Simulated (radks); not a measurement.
**Valence configurations of Sb³⁺**

An exercise on one series of results from a longer session: the logs are not shown, and one member is left open.

Method: Dirac Kohn-Sham, PBEsol, spin-unpolarised, spherical densities, finite nucleus; open shells fill j = l - 1/2 first. Code: radks (a radial shooting solver on a logarithmic mesh, Libxc functionals) version 1.

## Starting point

- element: antimony (Z = 51)
- charge: +3
- electrons: 48
- configuration: [Kr] 4d10 5s2
- nuclear rms radius: 4.6802 fm
- others tried: 4d10 5s1 5p1; 4d10 5s1.5 5p0.5; 4d8 5s2 5p2; 4d9 5s2 5p1; 4d9.5 5s2 5p0.5; 4d9.5 5s1.5 5p1; 4d10 5p2; 4d8 5s1 5p3; 4d9.5 5s1 5p1.5

The first run:

Settings of this run:

```text
Z 51
configuration [Kr] 4d10 5s2
relativity Dirac
functional pbe_sol,pbe_sol
spin unpolarised
j_filling energy
nucleus finite rms 4.6802 fm
c 137.035999084
```

Among the steps run: [Kr] 4d10 5s2.

One of the session's tables, all rows but one given; the rest of the session is left out.

It belongs to the step «[Kr] 4d10 5s2». Sizes of the orbitals, from the radial functions (bohr):

```
level     <r>  outermost maximum (interpolated)  90 % within  nodes
3d3/2  0.3034                             0.242        0.478      0
3d5/2  0.3070                             0.245        0.483      0
4s1/2  0.7906                             0.723         1.14      3
4p1/2  0.8318                             0.746         1.22      2
4p3/2  0.8609                             0.770         1.26      2
4d3/2   1.013                             0.841         1.56      1
4d5/2       ?                                 ?            ?      ?
5s1/2   2.015                              1.81         2.90      4
```

Estimate the missing values for 4d5/2.

As computed: <r>: 1.026; outermost maximum (interpolated): 0.850; 90 % within: 1.58; nodes: 1. In the column «<r>» it lies between 4d3/2 (1.013) and 5s1/2 (2.015).
